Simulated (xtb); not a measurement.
# GFN2-xTB (hydrogen mass 1 u, md dump 100 fs, md temperature 400 K, md time 1 ps) run of C3H7Ge (SMILES C=C[CH2][GeH2])

Wanted: a short trajectory of C3H7Ge. 

The results are computed with xtb 6.7.1.

4 further runs of the same task are left out: 1 that didn't finish, 3 set aside as unsound or not needed.

## Step 1: Starting point

The species is C3H7Ge (11 atoms), meant as a doublet with charge 0. As SMILES, `C=C[CH2][GeH2]`. All atoms were displaced at random from a relaxed shape. The run starts from this shape.

Bond lengths: C1–C2 1.392 Å, C2–C3 1.798 Å, C3–Ge4 2.126 Å, C1–H5 0.885 Å, C2–H7 0.972 Å, C3–H9 0.932 Å, Ge4–H10 1.619 Å, Ge4–H11 1.604 Å. Angles: C1–C2–C3 115.7°, C2–C3–Ge4 108.5°, C1–C2–H7 133.0°, C3–C2–H7 106.9°, C2–C1–H5 151.5°, C2–C3–H9 98.1°, Ge4–C3–H9 130.7°, C3–Ge4–H10 102.8°, C3–Ge4–H11 98.9°, H10–Ge4–H11 92.0°. A long bond or contact: C3–H8 1.293 Å.

## Step 2: A short trajectory at GFN2-xTB (hydrogen mass 1 u, md dump 100 fs, md temperature 400 K, md time 1 ps)

File input.inp:

```
$chrg 0
$spin 1
$md
   temp=400
   time=1
   step=1
   dump=100
   hmass=1
   shake=0
$end
```

File mol.sdf:

```

     RDKit          3D

 11 10  0  0  0  0  0  0  0  0999 V2000
   -0.7540    1.5453    0.1983 C   0  0  0  0  0  3  0  0  0  0  0  0
    0.1531    0.8202    0.9652 C   0  0  0  0  0  3  0  0  0  0  0  0
    0.1867   -0.9524    0.6645 C   0  0  0  0  0  0  0  0  0  0  0  0
    1.2542   -1.3098   -1.1392 Ge  0  0  0  0  0  3  0  0  0  0  0  0
   -1.3550    1.6016   -0.4487 H   0  0  0  0  0  0  0  0  0  0  0  0
   -0.4275    2.6579    0.8475 H   0  0  0  0  0  0  0  0  0  0  0  0
    0.9977    1.0514    1.3871 H   0  0  0  0  0  0  0  0  0  0  0  0
   -1.0461   -1.0674    0.2928 H   0  0  0  0  0  0  0  0  0  0  0  0
    0.3583   -1.2300    1.5371 H   0  0  0  0  0  0  0  0  0  0  0  0
    0.5214   -0.3203   -2.1910 H   0  0  0  0  0  0  0  0  0  0  0  0
    0.4276   -2.5775   -1.6699 H   0  0  0  0  0  0  0  0  0  0  0  0
  2  1  1  0
  3  2  1  0
  4  3  1  0
  5  1  1  0
  6  1  1  0
  7  2  1  0
  8  3  1  0
  9  3  1  0
 10  4  1  0
 11  4  1  0
M  RAD  3   1   2   2   2   4   2
M  END
$$$$
```

The run is started by

```bash
$ xtb mol.sdf --input input.inp --md -P 1 > xtb.out 2> xtb.err
```

Q: Predict the results. Wanted: potential energy of the last frame.

Computed results:

At GFN2-xTB (hydrogen mass 1 u, md dump 100 fs, md temperature 400 K, md time 1 ps):

| quantity | value |
| --- | --- |
| potential energy of the last frame | -11.75897 Eh |
